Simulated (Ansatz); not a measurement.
# C3H5FGe: a ladder of functionals and wavefunction methods

One table from this session's results is given with a row withheld; the runs are named, their logs left out.

Method: functionals in def2-TZVPP, the program's frozen cores in correlated methods; program: Ansatz 0.2.0, Gaussian basis.

Levels to be run: PBE-D4, r2SCAN-D4, PBE0-D4, B3LYP-D4, ωB97X-V, ωB97M-V, B2PLYP; CCSD(T)/def2-TZVPP; MP2/def2-QZVPP; extrapolation to the limit.

## The geometry

The geometry comes from an earlier relaxation with PBE0-D4 in a triple-zeta def2 set; it is a stationary point, not always the lowest conformer.

SMILES `[F][GeH2][C]1=CC1`, 10 atoms, charge 0, spin multiplicity 1.

Atoms are counted from 1 here; the program's logs count them from 0.

Bond lengths: F1–Ge2 1.742 Å, Ge2–C3 1.901 Å, Ge2–H6 1.534 Å, Ge2–H7 1.534 Å, C3–C4 1.294 Å, C3–C5 1.520 Å, C4–C5 1.483 Å, C4–H8 1.077 Å, C5–H9 1.090 Å, C5–H10 1.090 Å. Angles: F1–Ge2–C3 107.2°, F1–Ge2–H6 106.5°, F1–Ge2–H7 106.5°, C3–Ge2–H6 111.7°, C3–Ge2–H7 111.7°, H6–Ge2–H7 112.8°, Ge2–C3–C4 150.9°, Ge2–C3–C5 146.1°, C4–C3–C5 63.0°, C3–C4–C5 66.0°, C3–C4–H8 147.9°, C5–C4–H8 146.1°, C3–C5–C4 51.0°, C3–C5–H9 119.1°, C3–C5–H10 119.1°, C4–C5–H9 119.8°, C4–C5–H10 119.8°, H9–C5–H10 113.9°.

Set-up of the first run:

in.yaml reads:

```yaml
crystal:
  periodic: [false, false, false]
  atoms:
    - {symbol: F, position_ang: [-1.336159, 0.760716, 2.359510]}
    - {symbol: Ge, position_ang: [0.060025, 1.015137, 1.350037]}
    - {symbol: C, position_ang: [-0.093086, -0.170401, -0.127658]}
    - {symbol: C, position_ang: [-0.727065, -1.093016, -0.776340]}
    - {symbol: C, position_ang: [0.538041, -0.663514, -1.419066]}
    - {symbol: H, position_ang: [0.014666, 2.483060, 0.907615]}
    - {symbol: H, position_ang: [1.285560, 0.691366, 2.213649]}
    - {symbol: H, position_ang: [-1.583362, -1.743332, -0.834804]}
    - {symbol: H, position_ang: [1.416746, -1.306067, -1.368260]}
    - {symbol: H, position_ang: [0.507734, -0.025049, -2.301683]}
basis:
  gaussian: {orbitals: def2-TZVPP}
hamiltonian: {xc: pbe, dispersion: d4}
output: {forces: true, orbitals: {seedname: orbitals}}
```

Started as:

```bash
ansatz run in.yaml --threads 4 --pin off --events-out ev --progress --plain --max-ram 10444MiB
```

Among the steps run: PBE-D4 (GGA); r2SCAN-D4 (meta-GGA); PBE0-D4 (hybrid); B3LYP-D4 (hybrid); ωB97X-V (range-separated); ωB97M-V (range-separated); B2PLYP (double hybrid); CCSD(T) in def2-TZVPP; MP2 in def2-QZVPP.

One of the session's tables, all rows but one given; the rest of the session is left out.

| method | atomisation energy (kJ/mol) |
| --- | --- |
| PBE-D4 | ? |
| r2SCAN-D4 | 3812.0 |
| PBE0-D4 | 3815.2 |
| B3LYP-D4 | 3777.8 |
| ωB97X-V | 3808.9 |
| ωB97M-V | 3792.3 |
| B2PLYP | 3756.5 |
| HF/def2-TZVPP | 2736.5 |
| MP2/def2-TZVPP | 3797.0 |
| CCSD/def2-TZVPP | 3644.9 |
| CCSD(T)/def2-TZVPP | 3711.4 |
| MP2/CBS | 3881.7 |
| CCSD(T)/CBS | 3796.1 |

Estimate the missing values for PBE-D4.

The run gave: atomisation energy (kJ/mol): 3893.0. In the column «atomisation energy (kJ/mol)» it is the highest.
